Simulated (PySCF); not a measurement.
# C3H14BNSi: electronic excitations

Aim: predict the electronic excitations of C3H14BNSi (`[BH3-][NH2+]CCC[SiH3]`).

Programs: PySCF 2.14.0, with density-fitted response routines of our own. Each step states its level of theory. These are calculated values for one molecule in the gas phase, unless marked as measured. Atoms are numbered from 0 throughout.

### 1 The starting structure

20 atoms, charge 0, multiplicity 1; geometry from: GFN2-xTB.

Bonds of the start (Å): B0–N1 1.65, N1–C2 1.46, C2–C3 1.53, C3–C4 1.53, C4–Si5 1.91, B0–H6 1.19, B0–H7 1.19, B0–H8 1.19, N1–H9 1.02, N1–H10 1.02, C2–H11 1.09, C2–H12 1.09, C3–H13 1.09, C3–H14 1.09, C4–H15 1.09, C4–H16 1.09, Si5–H17 1.46, Si5–H18 1.46, Si5–H19 1.46.

### 2 TDDFT and polarisability: B3LYP/def2-SVPD

What the job is given:

```
{"job": {"kind": "uv", "xc": "B3LYP", "basis": "def2-SVPD", "nstates": 8, "ntriplets": 3}, "charge": 0, "multiplicity": 1}
B     -3.349245    -0.126624     0.079637
N     -1.838024     0.478954     0.325497
C     -0.756408    -0.316799    -0.248691
C      0.622579     0.289875     0.008862
C      1.737452    -0.556389    -0.597844
Si     3.470912     0.173233    -0.294580
H     -4.081329     0.650758     0.612277
H     -3.364384    -1.202087     0.592524
H     -3.501825    -0.171324    -1.101292
H     -1.837578     1.414574    -0.070016
H     -1.723083     0.558764     1.331573
H     -0.818052    -1.319720     0.179600
H     -0.941026    -0.403582    -1.321756
H      0.782232     0.380359     1.087365
H      0.660093     1.297171    -0.416349
H      1.681284    -1.564137    -0.182412
H      1.559712    -0.657421    -1.669979
H      3.526814     1.512503    -0.884972
H      4.471297    -0.697577    -0.907750
H      3.693431     0.270147     1.149817
```

Method: TDDFT B3LYP/def2-SVPD, vertical, gas phase, core orbitals frozen in the response.

Run with:

```bash
> OMP_NUM_THREADS=1 python probes_run.py task.json out
```

One launch serves the whole session: the jobs run in the order shown.

What will the session give for the following? lowest singlet (B3LYP/def2-SVPD); brightest single state of those computed; lowest triplet; surface potential, 1st and 99th percentile. Wanted: lowest singlet; brightest single state of those computed; lowest triplet; surface potential, 1st and 99th percentile.

As calculated:

| quantity | value |
| --- | --- |
| lowest singlet (B3LYP/def2-SVPD) | 6.35 eV (195 nm), f = 0.011 |
| brightest single state of those computed | state 7, 7.55 eV, f = 0.023 |
| lowest triplet | 6.28 eV |
| surface potential, 1st and 99th percentile | -1.57 V and 2.27 V |

What this shows: The first singlet state (HOMO→LUMO 0.85, HOMO→LUMO+1 0.14) lies at 6.35 eV and is weak; of the 8 states computed, the strongest absorption comes from states 6 to 8 together at 7.55 eV (the last computed, so partners may be missing). The lowest triplet lies 0.07 eV below the lowest singlet (triplets in Tamm-Dancoff, singlets in full TDDFT). States above −ε(HOMO) lie where TDDFT describes them poorly and they hang on the basis; the brightest is among them. By nearest atom (B3LYP/def2-SVPD), the HOMO sits on H6 49 %; B0 18 % and the LUMO on 4 H atoms about 13 % each.
